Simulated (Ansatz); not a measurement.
# AsH2+ (triplet): the correlation ladder at distance As1–H2 = 1.379 Å, cc-pVDZ

Aim: climb from Hartree-Fock through coupled cluster and multireference methods for AsH2+ (triplet) at one geometry and basis, and see what each rung misses.

Computed with Ansatz 0.2.0, Gaussian basis. Level: cc-pVDZ, core rule «outside noble gas», up to 14 orbitals frozen.

Plan: UHF; CCSD(T) on ROHF; CCSD(T) on UHF; BCCD(T) on ROHF; CISD; CCSDT(Q) on ROHF; CCSDT(Q) on UHF; CASSCF and MRCISD+Q, 4 electrons in 4 orbitals; CASSCF and NEVPT2, 4 electrons in 4 orbitals; CASSCF and MRCISD+Q, 6 electrons in 6 orbitals; CASSCF and NEVPT2, 6 electrons in 6 orbitals; Full CI.

14 further runs of the same task are left out: 12 that didn't finish, 2 set aside as unsound or not needed.

### Step 1. The system

The geometry derives from a PBE0/def2-TZVP stationary point (not a proven minimum). One bond is set to the value named and the two fragments are kept rigid. No spin-orbit coupling is included. The filled d shell of As may be among the frozen orbitals whatever the setting's name suggests; the logs give the count.

3 atoms, charge 1, spin multiplicity 3.

Atoms are counted from 1 here; the program's logs count them from 0.

Bond lengths: As1–H2 1.379 Å, As1–H3 1.511 Å. Angles: H2–As1–H3 122.3°.

Geometry (Å):

| atom | x (Å) | y (Å) | z (Å) |
| --- | --- | --- | --- |
| As1 | 0.0000 | -0.0183 | -0.0015 |
| H2 | 0.0000 | 0.6468 | -1.2096 |
| H3 | 0.0000 | 0.7106 | 1.3225 |

### Step 2. UHF

The input, in.yaml:

```yaml
crystal:
  periodic: [false, false, false]
  atoms:
    - {symbol: As, position_ang: [0.000000, -0.018262, -0.001519]}
    - {symbol: H, position_ang: [0.000000, 0.646787, -1.209556]}
    - {symbol: H, position_ang: [0.000000, 0.710633, 1.322492]}
basis:
  gaussian: {orbitals: cc-pVDZ}
total_charge: 1
magnetization: {spin_polarized: true, initial_magnetization: 2}
hamiltonian: {xc: hf}
output: {orbitals: {seedname: orbitals}}
```

Command:

```sh
$ ansatz run in.yaml --threads 1 --pin off --events-out ev --progress --plain --max-ram 2393MiB
```

The runs that follow: CCSD(T) on ROHF; CCSD(T) on UHF; BCCD(T) on ROHF; CISD; CCSDT(Q) on ROHF; CCSDT(Q) on UHF; CASSCF and MRCISD+Q, 4 electrons in 4 orbitals; CASSCF and NEVPT2, 4 electrons in 4 orbitals; CASSCF and MRCISD+Q, 6 electrons in 6 orbitals; CASSCF and NEVPT2, 6 electrons in 6 orbitals; Full CI.

Q: Predict the results of all the runs planned. Wanted: FCI below the RHF energy; RMP2 from FCI; UMP2 from FCI; RCCSD from FCI; RCCSD(T) from FCI; UCCSD(T) from FCI; RCCSDT(Q) from FCI; UCCSDT(Q) from FCI; NEVPT2 pair from FCI.

The runs gave:

```
                         quantity                                                                                               value
         FCI below the RHF energy                                                                                          -2.6794 eV
                    RMP2 from FCI                                                                                          +626.0 meV
                    UMP2 from FCI                                                                                          +614.4 meV
                   RCCSD from FCI                                                                                           +64.1 meV
                RCCSD(T) from FCI                                                                                           +14.6 meV
                UCCSD(T) from FCI                                                                                            +3.9 meV
               RCCSDT(Q) from FCI                                                                                            -0.4 meV
               UCCSDT(Q) from FCI                                                                                           -11.0 meV
             NEVPT2 pair from FCI                                                                                          +579.2 meV
           MRCISD+Q pair from FCI                                                                                            -9.0 meV
          NEVPT2 valence from FCI                                                                                          +467.2 meV
levels within 1 kcal/mol (43 meV)  RCCSD(T), UCCSD(T), BCCD(T), RCCSDT, UCCSDT, RCCSDT(Q), UCCSDT(Q), MRCISD+Q pair, MRCISD+Q valence
                    T1 diagnostic                                                                                               0.017
   effectively unpaired electrons                                                                                                2.02
```

**Reading.** RCCSD(T) lands +14.6 meV from the yardstick (0.5 % of the correlation energy). UCCSDT, UCCSDT(Q), MRCISD+Q pair fall below full CI: unrestricted runs freeze a spin-polarised core, another one than full CI's, and coupled cluster isn't variational. One determinant dominates. Of the multireference levels listed MRCISD+Q valence comes nearest in total energy (+2.3 meV), which doesn't show that its space is the better one. These misses are within one basis, not against nature; the frozen cores of restricted and unrestricted runs differ, which can shift their rows.
